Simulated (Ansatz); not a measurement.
# BH9N2Si2: rotation by 120° about the Si4–Si5 bond, part 1 of 2

Wanted: the energy profile along the rotation by 120° about the Si4–Si5 bond, from relaxed end points and a band of images. SMILES of the start: NB(N)[SiH2][SiH3].

Method: RKS PBE0/6-31G*, in Ansatz 0.2.0.

## (1) The structure to begin with

Bond lengths: N1–B2 1.460 Å, B2–N3 1.533 Å, B2–Si4 1.998 Å, Si4–Si5 2.175 Å, N1–H6 1.086 Å, N1–H7 1.057 Å, N3–H8 1.069 Å, N3–H9 1.067 Å, Si4–H10 1.431 Å, Si4–H11 1.537 Å, Si5–H12 1.454 Å, Si5–H13 1.527 Å, Si5–H14 1.476 Å. Angles (14 of 21 angles, heavy atoms first): N1–B2–N3 119.2°, N1–B2–Si4 120.0°, N3–B2–Si4 120.8°, B2–Si4–Si5 109.2°, B2–N1–H6 110.3°, B2–N1–H7 111.9°, B2–N3–H8 105.8°, B2–N3–H9 103.9°, B2–Si4–H10 110.0°, B2–Si4–H11 105.4°, Si5–Si4–H10 113.1°, Si5–Si4–H11 110.4°, Si4–Si5–H12 110.4°, Si4–Si5–H13 109.7°.

Structure file:

```xyz
14

N    -1.9074    0.6486   -0.4771
B    -0.9579   -0.4503   -0.6247
N    -0.9774   -1.2887   -1.9076
Si    0.3692   -0.8228    0.8214
Si    1.5819    0.9513    1.1548
H    -1.7222    1.4089   -1.2297
H    -1.7735    1.1651    0.4352
H    -0.6472   -0.6363   -2.6868
H    -0.1774   -1.9820   -1.7730
H     1.1447   -1.9781    0.4871
H    -0.4674   -1.1430    2.0706
H     2.3461    1.2742   -0.0392
H     0.6802    2.1302    1.5128
H     2.4954    0.6936    2.2850
```

## (2) Relaxing end A

Input file input.yaml:

```yaml
crystal:
  periodic: [false, false, false]
  atoms:
    - { symbol: "N", position_ang: [-1.9074, 0.6486, -0.4771] }
    - { symbol: B, position_ang: [-0.9579, -0.4503, -0.6247] }
    - { symbol: "N", position_ang: [-0.9774, -1.2887, -1.9076] }
    - { symbol: Si, position_ang: [0.3692, -0.8228, 0.8214] }
    - { symbol: Si, position_ang: [1.5819, 0.9513, 1.1548] }
    - { symbol: H, position_ang: [-1.7222, 1.4089, -1.2297] }
    - { symbol: H, position_ang: [-1.7735, 1.1651, 0.4352] }
    - { symbol: H, position_ang: [-0.6472, -0.6363, -2.6868] }
    - { symbol: H, position_ang: [-0.1774, -1.982, -1.773] }
    - { symbol: H, position_ang: [1.1447, -1.9781, 0.4871] }
    - { symbol: H, position_ang: [-0.4674, -1.143, 2.0706] }
    - { symbol: H, position_ang: [2.3461, 1.2742, -0.0392] }
    - { symbol: H, position_ang: [0.6802, 2.1302, 1.5128] }
    - { symbol: H, position_ang: [2.4954, 0.6936, 2.285] }
basis:
  gaussian: { orbitals: "6-31G*" }
hamiltonian:
  xc: pbe0
relax:
  f_tol: 0.015
  max_steps: 40
```

On the command line:

```console
> ansatz run input.yaml --threads 2 --pin off --max-ram 3072MiB --backend cpu --events-out ev --progress --plain --runs-dir out
```

What it wrote, cut to the lines that bear on the results:

```text
Warning: RAYON_NUM_THREADS=2 ignored (pool sized by the plan → 2); use --threads N
[...]
Functional definition: PBE0
[...]
1143 factors; integrals over basis functions are off by at most 5.8e-4 eV
[...]
mean field -19546.33639902 eV, -718.3146136814 hartree, gradient 2.5e-5 eV, S^2 0.000000; 0 other end points of the search recorded, 0 dependent functions left out
[...]
reference -19546.33642793 eV, -718.3146147438 hartree; 28, 28 occupied and 73, 73 virtual orbitals, 1143 factors
relax step   1: F+E_penalty+E_count = -19546.33639902 eV  Δ(F+E_penalty+E_count) = +0.000e0 eV  max|allowed force component| = 2.791e0 eV/Å  Δτ_max = 0.0000 Å  (26 SCF iters, accepted)
[...]
relax step   3: F+E_penalty+E_count = -19547.44740950 eV  Δ(F+E_penalty+E_count) = -2.122e-1 eV  max|allowed force component| = 1.693e0 eV/Å  Δτ_max = 0.2000 Å  (32 SCF iters, accepted)
[...]
relax step   5: F+E_penalty+E_count = -19547.84439221 eV  Δ(F+E_penalty+E_count) = -1.073e-1 eV  max|allowed force component| = 3.628e-1 eV/Å  Δτ_max = 0.2000 Å  (28 SCF iters, accepted)
[...]
relax step   7: F+E_penalty+E_count = -19547.89677709 eV  Δ(F+E_penalty+E_count) = -2.982e-2 eV  max|allowed force component| = 4.468e-2 eV/Å  Δτ_max = 0.2000 Å  (27 SCF iters, accepted)
[...]
relax step   9: F+E_penalty+E_count = -19547.89903482 eV  Δ(F+E_penalty+E_count) = -6.457e-4 eV  max|allowed force component| = 4.910e-2 eV/Å  Δτ_max = 0.0624 Å  (28 SCF iters, accepted)
[...]
reference -19547.90027973 eV, -718.3720852374 hartree; 28, 28 occupied and 73, 73 virtual orbitals, 1143 factors
Total energy: -19547.90027973 eV, -718.3720852374 hartree
Atom 0 at    -1.623539     0.814721    -0.682698 Å, force    -0.002176     0.005300    -0.000200 eV/Å
Atom 1 at    -0.838365    -0.359509    -0.762224 Å, force     0.003526    -0.008721    -0.001913 eV/Å
Atom 2 at    -0.859018    -1.197870    -1.900050 Å, force    -0.003598    -0.002629     0.002555 eV/Å
Atom 3 at     0.376224    -0.839329     0.796511 Å, force     0.001031     0.000321    -0.006255 eV/Å
Atom 4 at     1.691525     0.994447     1.417472 Å, force    -0.000291     0.000469     0.005944 eV/Å
Atom 5 at    -2.258216     1.117291    -1.408144 Å, force     0.004388     0.000290     0.000948 eV/Å
Atom 6 at    -1.618245     1.425070     0.117979 Å, force     0.000574    -0.003513    -0.006158 eV/Å
Atom 7 at    -1.425882    -1.026024    -2.718511 Å, force    -0.003254     0.004663     0.001795 eV/Å
Atom 8 at    -0.303467    -2.033982    -1.969967 Å, force     0.003416     0.002156     0.005546 eV/Å
Atom 9 at     1.288679    -1.981621     0.468281 Å, force    -0.002742     0.001361    -0.003679 eV/Å
Atom 10 at    -0.392713    -1.257518     2.011960 Å, force     0.001368    -0.001381     0.002531 eV/Å
Atom 11 at     2.554463     1.444779     0.285629 Å, force    -0.000593     0.000095    -0.002360 eV/Å
Atom 12 at     0.817125     2.150441     1.786206 Å, force    -0.002615     0.003452     0.000736 eV/Å
Atom 13 at     2.578530     0.719804     2.586357 Å, force     0.000967    -0.001863     0.000511 eV/Å
Dipole moment:    -0.401567     0.025977    -0.473802 e Å
```

Run time: 39 s. Hardware: 2 threads of Arm Neoverse V1, shared host; peak memory 0.23 GiB.

Relaxation path:

```csv
step,energy from step 1 (eV),largest force component (eV/Å)
1,0.0000,2.7911
2,-0.8988,1.7281
3,-1.1110,1.6929
4,-1.4007,0.7518
5,-1.5080,0.3628
6,-1.5306,0.1371
7,-1.5604,0.0447
8,-1.5620,0.0386
9,-1.5626,0.0491
10,-1.5638,0.0087
```

Step 1 is the start.

After: Bond lengths: N1–B2 1.415 Å, B2–N3 1.413 Å, B2–Si4 2.033 Å, Si4–Si5 2.341 Å, N1–H6 1.010 Å, N1–H7 1.007 Å, N3–H8 1.010 Å, N3–H9 1.006 Å, Si4–H10 1.498 Å, Si4–H11 1.498 Å, Si5–H12 1.493 Å, Si5–H13 1.496 Å, Si5–H14 1.493 Å. Angles (14 of 21 angles, heavy atoms first): N1–B2–N3 122.0°, N1–B2–Si4 119.0°, N3–B2–Si4 119.1°, B2–Si4–Si5 110.7°, B2–N1–H6 123.8°, B2–N1–H7 123.0°, B2–N3–H8 124.0°, B2–N3–H9 122.7°, B2–Si4–H10 112.1°, B2–Si4–H11 112.4°, Si5–Si4–H10 108.3°, Si5–Si4–H11 107.0°, Si4–Si5–H12 111.1°, Si4–Si5–H13 110.0°.

## (3) Relaxing end B

The second end starts from a geometry with the move made by hand.

input.yaml, as its differences from that of step 2:

```diff
@@ -14,5 +14,5 @@
     - { symbol: H, position_ang: [-0.4674, -1.143, 2.0706] }
-    - { symbol: H, position_ang: [2.3461, 1.2742, -0.0392] }
-    - { symbol: H, position_ang: [0.6802, 2.1302, 1.5128] }
-    - { symbol: H, position_ang: [2.4954, 0.6936, 2.285] }
+    - { symbol: H, position_ang: [2.50993, 0.73159, 2.25225] }
+    - { symbol: H, position_ang: [2.36612, 1.2832, -0.11243] }
+    - { symbol: H, position_ang: [0.68763, 2.08281, 1.46819] }
 basis:
```

On the command line:

```console
> ansatz run input.yaml --threads 2 --pin off --max-ram 3072MiB --backend cpu --events-out ev --progress --plain --runs-dir out
```

What it wrote, cut to the lines that bear on the results:

```text
Warning: RAYON_NUM_THREADS=2 ignored (pool sized by the plan → 2); use --threads N
[...]
[... 1 set-up line as earlier in the session ...]
[...]
1143 factors; integrals over basis functions are off by at most 5.8e-4 eV
[...]
mean field -19546.34267803 eV, -718.3148444307 hartree, gradient 2.4e-5 eV, S^2 0.000000; 0 other end points of the search recorded, 0 dependent functions left out
[...]
reference -19546.34270691 eV, -718.3148454920 hartree; 28, 28 occupied and 73, 73 virtual orbitals, 1143 factors
relax step   1: F+E_penalty+E_count = -19546.34267803 eV  Δ(F+E_penalty+E_count) = +0.000e0 eV  max|allowed force component| = 2.748e0 eV/Å  Δτ_max = 0.0000 Å  (27 SCF iters, accepted)
[...]
relax step   3: F+E_penalty+E_count = -19547.46625941 eV  Δ(F+E_penalty+E_count) = -2.339e-1 eV  max|allowed force component| = 1.583e0 eV/Å  Δτ_max = 0.1999 Å  (29 SCF iters, accepted)
[...]
Atom 4 at     1.700951     1.000970     1.398549 Å, force     0.006368    -0.005097    -0.004318 eV/Å
Atom 5 at    -2.259664     1.112244    -1.417194 Å, force    -0.002025     0.003069    -0.004639 eV/Å
Atom 6 at    -1.612709     1.431241     0.103248 Å, force     0.004710    -0.003291    -0.002358 eV/Å
Atom 7 at    -1.443605    -1.042306    -2.713305 Å, force    -0.001062     0.000537    -0.002380 eV/Å
Atom 8 at    -0.315161    -2.045397    -1.966022 Å, force     0.002874    -0.000932    -0.000146 eV/Å
Atom 9 at     1.297055    -1.976391     0.449948 Å, force     0.000877     0.002474    -0.001655 eV/Å
Atom 10 at    -0.374977    -1.254398     2.004537 Å, force     0.001800    -0.001774    -0.001728 eV/Å
Atom 11 at     2.597829     0.724667     2.559316 Å, force     0.000425     0.001059     0.004029 eV/Å
Atom 12 at     2.554549     1.452814     0.260211 Å, force     0.000262     0.002764    -0.001019 eV/Å
Atom 13 at     0.828167     2.155665     1.774704 Å, force    -0.003698     0.002574     0.002484 eV/Å
Dipole moment:    -0.405205     0.024277    -0.470782 e Å
```

It took 42 s on 2 threads of Arm Neoverse V1, shared host; peak memory 0.23 GiB.

The steps of the relaxation:

```csv
step,energy from step 1 (eV),largest force component (eV/Å)
1,0.0000,2.7485
2,-0.8897,1.7417
3,-1.1236,1.5825
4,-1.3364,1.5794
5,-1.4676,0.7497
6,-1.5197,0.1665
7,-1.5500,0.0807
8,-1.5557,0.0423
9,-1.5567,0.0626
10,-1.5571,0.0262
11,-1.5577,0.0064
```

Step 1 is the start.

After: Bond lengths: N1–B2 1.415 Å, B2–N3 1.413 Å, B2–Si4 2.033 Å, Si4–Si5 2.340 Å, N1–H6 1.010 Å, N1–H7 1.007 Å, N3–H8 1.010 Å, N3–H9 1.006 Å, Si4–H10 1.498 Å, Si4–H11 1.498 Å, Si5–H12 1.493 Å, Si5–H13 1.493 Å, Si5–H14 1.496 Å. Angles (14 of 21 angles, heavy atoms first): N1–B2–N3 121.9°, N1–B2–Si4 119.1°, N3–B2–Si4 119.0°, B2–Si4–Si5 110.9°, B2–N1–H6 123.8°, B2–N1–H7 123.1°, B2–N3–H8 124.0°, B2–N3–H9 122.7°, B2–Si4–H10 111.9°, B2–Si4–H11 112.4°, Si5–Si4–H10 108.3°, Si5–Si4–H11 106.9°, Si4–Si5–H12 113.4°, Si4–Si5–H13 111.0°.

## (4) Nudged elastic band

crystal.atoms is end A as relaxed above, and neb.final_atoms is end B, turned to lie on A. With 7 inner images the band has 9 in all. The start path is listed, through a guess of the saddle.

Input file input.yaml:

```yaml
crystal:
  periodic: [false, false, false]
  atoms:
    - { symbol: "N", position_ang: [-1.623539, 0.814721, -0.682698] }
    - { symbol: B, position_ang: [-0.838365, -0.359509, -0.762224] }
    - { symbol: "N", position_ang: [-0.859018, -1.19787, -1.90005] }
    - { symbol: Si, position_ang: [0.376224, -0.839329, 0.796511] }
    - { symbol: Si, position_ang: [1.691525, 0.994447, 1.417472] }
    - { symbol: H, position_ang: [-2.258216, 1.117291, -1.408144] }
    - { symbol: H, position_ang: [-1.618245, 1.42507, 0.117979] }
    - { symbol: H, position_ang: [-1.425882, -1.026024, -2.718511] }
    - { symbol: H, position_ang: [-0.303467, -2.033982, -1.969967] }
    - { symbol: H, position_ang: [1.288679, -1.981621, 0.468281] }
    - { symbol: H, position_ang: [-0.392713, -1.257518, 2.01196] }
    - { symbol: H, position_ang: [2.554463, 1.444779, 0.285629] }
    - { symbol: H, position_ang: [0.817125, 2.150441, 1.786206] }
    - { symbol: H, position_ang: [2.57853, 0.719804, 2.586357] }
basis:
  gaussian: { orbitals: "6-31G*" }
hamiltonian:
  xc: pbe0
neb:
  order_check: false
  images: 7
  f_tol: 0.03
  max_iterations: 54
  final_atoms:
    - { symbol: "N", position_ang: [-1.73960548, 0.73058013, -0.45803076] }
    - { symbol: B, position_ang: [-0.87606508, -0.3595739, -0.71785462] }
    - { symbol: "N", position_ang: [-0.94264743, -1.09509752, -1.92286413] }
    - { symbol: Si, position_ang: [0.51836927, -0.86946016, 0.67086656] }
    - { symbol: Si, position_ang: [1.73418547, 1.00826022, 1.35900334] }
    - { symbol: H, position_ang: [-2.46294571, 1.03773755, -1.09262524] }
    - { symbol: H, position_ang: [-1.707426, 1.26641325, 0.39362882] }
    - { symbol: H, position_ang: [-1.60003728, -0.90357896, -2.66571804] }
    - { symbol: H, position_ang: [-0.33211801, -1.86994932, -2.12118305] }
    - { symbol: H, position_ang: [1.48307694, -1.8893516, 0.14720936] }
    - { symbol: H, position_ang: [-0.09225723, -1.46843395, 1.90073793] }
    - { symbol: H, position_ang: [2.75225105, 0.70285226, 2.40704053] }
    - { symbol: H, position_ang: [2.4418713, 1.63966805, 0.20613263] }
    - { symbol: H, position_ang: [0.81044921, 2.04063397, 1.92245768] }
  initial_path:
    images:
      - { positions_ang: [[-1.623539, 0.814721, -0.682698], [-0.838365, -0.359509, -0.762224], [-0.859018, -1.19787, -1.90005], [0.376224, -0.839329, 0.796511], [1.691525, 0.994447, 1.417472], [-2.258216, 1.117291, -1.408144], [-1.618245, 1.42507, 0.117979], [-1.425882, -1.026024, -2.718511], [-0.303467, -2.033982, -1.969967], [1.288679, -1.981621, 0.468281], [-0.392713, -1.257518, 2.01196], [2.554463, 1.444779, 0.285629], [0.817125, 2.150441, 1.786206], [2.57853, 0.719804, 2.586357]] }
      - { positions_ang: [[-1.71042801, 0.75176571, -0.57984474], [-0.87309413, -0.38490307, -0.71642527], [-0.90760137, -1.1979762, -1.90519217], [0.40219919, -0.84478644, 0.77926263], [1.67260851, 0.9841497, 1.34090904], [-2.1659498, 1.18511359, -1.29898228], [-1.66196796, 1.32260125, 0.25528408], [-1.27523009, -0.88678083, -2.70563221], [-0.27961895, -1.98784875, -1.95339007], [1.2887335, -1.97062635, 0.41191224], [-0.35317679, -1.27486889, 2.01053744], [2.67136295, 1.26974033, 0.41579575], [0.88139862, 2.13546837, 1.40178764], [2.29786533, 0.86965158, 2.57277892]] }
      - { positions_ang: [[-1.79731702, 0.68881041, -0.47699148], [-0.90782326, -0.41029713, -0.67062654], [-0.95618473, -1.1980824, -1.91033434], [0.42817438, -0.85024389, 0.76201426], [1.65369202, 0.97385241, 1.26434608], [-2.0736836, 1.25293618, -1.18982057], [-1.70569093, 1.2201325, 0.39258915], [-1.12457817, -0.74753765, -2.69275342], [-0.2557709, -1.9417155, -1.93681314], [1.288788, -1.9596317, 0.35554347], [-0.31364059, -1.29221978, 2.00911488], [2.7882629, 1.09470167, 0.54596251], [0.94567224, 2.12049573, 1.01736928], [2.01720066, 1.01949916, 2.55920085]] }
      - { positions_ang: [[-1.88420603, 0.62585512, -0.37413821], [-0.94255239, -0.4356912, -0.6248278], [-1.0047681, -1.19818861, -1.91547651], [0.45414957, -0.85570133, 0.74476589], [1.63477553, 0.96355511, 1.18778312], [-1.98141741, 1.32075877, -1.08065885], [-1.74941389, 1.11766375, 0.52989423], [-0.97392626, -0.60829448, -2.67987463], [-0.23192285, -1.89558225, -1.92023622], [1.28884249, -1.94863705, 0.29917471], [-0.27410438, -1.30957067, 2.00769232], [2.90516286, 0.919663, 0.67612926], [1.00994587, 2.1055231, 0.63295092], [1.73653599, 1.16934673, 2.54562277]] }
      - { positions_ang: [[-1.97109504, 0.56289982, -0.27128495], [-0.97728152, -0.46108527, -0.57902907], [-1.05335147, -1.19829481, -1.92061868], [0.48012476, -0.86115878, 0.72751752], [1.61585904, 0.95325781, 1.11122017], [-1.88915121, 1.38858136, -0.97149713], [-1.79313685, 1.01519501, 0.6671993], [-0.82327435, -0.4690513, -2.66699584], [-0.2080748, -1.84944899, -1.90365929], [1.28889699, -1.9376424, 0.24280595], [-0.23456817, -1.32692156, 2.00626976], [3.02206281, 0.74462433, 0.80629602], [1.07421949, 2.09055047, 0.24853256], [1.45587132, 1.31919431, 2.5320447]] }
      - { positions_ang: [[-1.91322265, 0.6048199, -0.3179714], [-0.95197741, -0.43570743, -0.61373546], [-1.02567546, -1.17249549, -1.92118004], [0.48968588, -0.86323412, 0.71335478], [1.64544065, 0.96700841, 1.17316596], [-2.03259984, 1.3008704, -1.00177916], [-1.77170914, 1.07799957, 0.59880668], [-1.01746508, -0.57768322, -2.66667639], [-0.2390856, -1.85457407, -1.95804023], [1.33744198, -1.9255697, 0.2189068], [-0.19899044, -1.36229965, 1.9798868], [2.95460987, 0.73418131, 1.20648215], [1.41613244, 1.97782986, 0.23793258], [1.29451579, 1.49955423, 2.37964794]] }
      - { positions_ang: [[-1.85535026, 0.64673998, -0.36465786], [-0.9266733, -0.41032958, -0.64844184], [-0.99799945, -1.14669616, -1.9217414], [0.49924701, -0.86530947, 0.69919204], [1.67502226, 0.98075902, 1.23511175], [-2.17604846, 1.21315945, -1.03206118], [-1.75028142, 1.14080413, 0.53041406], [-1.21165582, -0.68631513, -2.66635694], [-0.2700964, -1.85969916, -2.01242117], [1.38598697, -1.913497, 0.19500765], [-0.1634127, -1.39767775, 1.95350384], [2.88715693, 0.72373829, 1.60666828], [1.75804539, 1.86510926, 0.2273326], [1.13316026, 1.67991414, 2.22725119]] }
      - { positions_ang: [[-1.79747787, 0.68866005, -0.41134431], [-0.90136919, -0.38495174, -0.68314823], [-0.97032344, -1.12089684, -1.92230277], [0.50880814, -0.86738482, 0.6850293], [1.70460386, 0.99450962, 1.29705754], [-2.31949709, 1.1254485, -1.06234321], [-1.72885371, 1.20360869, 0.46202144], [-1.40584655, -0.79494705, -2.66603749], [-0.30110721, -1.86482424, -2.06680211], [1.43453195, -1.9014243, 0.17110851], [-0.12783497, -1.43305585, 1.92712088], [2.81970399, 0.71329527, 2.0068544], [2.09995835, 1.75238865, 0.21673261], [0.97180473, 1.86027405, 2.07485443]] }
      - { positions_ang: [[-1.73960548, 0.73058013, -0.45803076], [-0.87606508, -0.3595739, -0.71785462], [-0.94264743, -1.09509752, -1.92286413], [0.51836927, -0.86946016, 0.67086656], [1.73418547, 1.00826022, 1.35900334], [-2.46294571, 1.03773755, -1.09262524], [-1.707426, 1.26641325, 0.39362882], [-1.60003728, -0.90357896, -2.66571804], [-0.33211801, -1.86994932, -2.12118305], [1.48307694, -1.8893516, 0.14720936], [-0.09225723, -1.46843395, 1.90073793], [2.75225105, 0.70285226, 2.40704053], [2.4418713, 1.63966805, 0.20613263], [0.81044921, 2.04063397, 1.92245768]] }
```

On the command line:

```console
> ansatz run input.yaml --threads 2 --pin off --max-ram 3072MiB --backend cpu --events-out ev --progress --plain --runs-dir out
```

What it wrote, cut to the lines that bear on the results:

```text
Warning: RAYON_NUM_THREADS=2 ignored (pool sized by the plan → 2); use --threads N
[...]
[... 1 set-up line as earlier in the session ...]
[...]
1140 factors; integrals over basis functions are off by at most 5.8e-4 eV
[...]
mean field -19547.90024163 eV, -718.3720838373 hartree, gradient 4.0e-5 eV, S^2 0.000000; 0 other end points of the search recorded, 0 dependent functions left out
[...]
reference -19547.90027191 eV, -718.3720849499 hartree; 28, 28 occupied and 73, 73 virtual orbitals, 1140 factors
1140 factors; integrals over basis functions are off by at most 5.4e-4 eV
[...]
mean field -19547.90034836 eV, -718.3720877594 hartree, gradient 3.9e-5 eV, S^2 0.000000; 0 other end points of the search recorded, 0 dependent functions left out
[...]
reference -19547.90037879 eV, -718.3720888778 hartree; 28, 28 occupied and 73, 73 virtual orbitals, 1140 factors
NEB end point (image 0): max|allowed force component| = 8.676e-3 eV/Å (the criterion of neb.relax_end_points is 1.000e-2)
NEB end point (image 8): max|allowed force component| = 6.267e-3 eV/Å (the criterion of neb.relax_end_points is 1.000e-2)
1140 factors; integrals over basis functions are off by at most 5.6e-4 eV
mean field -19547.21446699 eV, -718.3468820840 hartree, gradient 3.9e-5 eV, S^2 0.000000; 0 other end points of the search recorded, 0 dependent functions left out
[...]
reference -19547.21449755 eV, -718.3468832070 hartree; 28, 28 occupied and 73, 73 virtual orbitals, 1140 factors
```

## (5) More of the same log: band between the two ends

Output, continued, cut to the lines that bear on the results:

```text
1140 factors; integrals over basis functions are off by at most 5.6e-4 eV
[...]
mean field -19546.47017297 eV, -718.3195297833 hartree, gradient 5.4e-5 eV, S^2 0.000000; 0 other end points of the search recorded, 0 dependent functions left out
[...]
reference -19546.47020355 eV, -718.3195309071 hartree; 28, 28 occupied and 73, 73 virtual orbitals, 1140 factors
1140 factors; integrals over basis functions are off by at most 5.6e-4 eV
mean field -19546.57137019 eV, -718.3232487125 hartree, gradient 2.9e-5 eV, S^2 0.000000; 0 other end points of the search recorded, 0 dependent functions left out
[...]
reference -19546.57140035 eV, -718.3232498209 hartree; 28, 28 occupied and 73, 73 virtual orbitals, 1140 factors
1140 factors; integrals over basis functions are off by at most 6.9e-4 eV
[...]
Atom 5 at    -2.600560     0.930685    -1.129374 Å, force    -0.000808     0.001646     0.002134 eV/Å
Atom 6 at    -1.991249     1.129123     0.426488 Å, force    -0.002929     0.001811    -0.001623 eV/Å
Atom 7 at    -1.449679    -0.825205    -2.727943 Å, force     0.000603    -0.001636     0.000834 eV/Å
Atom 8 at    -0.145601    -1.712962    -2.136303 Å, force    -0.002507     0.000024    -0.000415 eV/Å
Atom 9 at     1.289966    -1.960363     0.320029 Å, force     0.001367     0.001373    -0.000153 eV/Å
Atom 10 at    -0.240904    -1.251542     2.014201 Å, force    -0.000854    -0.000450    -0.000688 eV/Å
Atom 11 at     3.275289     0.660153     1.020015 Å, force     0.000815     0.001683     0.000100 eV/Å
Atom 12 at     1.503861     2.211289     0.537175 Å, force    -0.000900    -0.001039     0.000170 eV/Å
Atom 13 at     1.744855     1.325676     2.754639 Å, force    -0.000034    -0.000296     0.000200 eV/Å
Dipole moment:    -0.439841     0.047173    -0.439807 e Å
this run last wrote the band of iteration 13 to <dir>
```

Run time: 5.3 min. Hardware: 2 threads of Arm Neoverse V1, shared host; peak memory 0.23 GiB.

(Continued in part 2 of 2.)
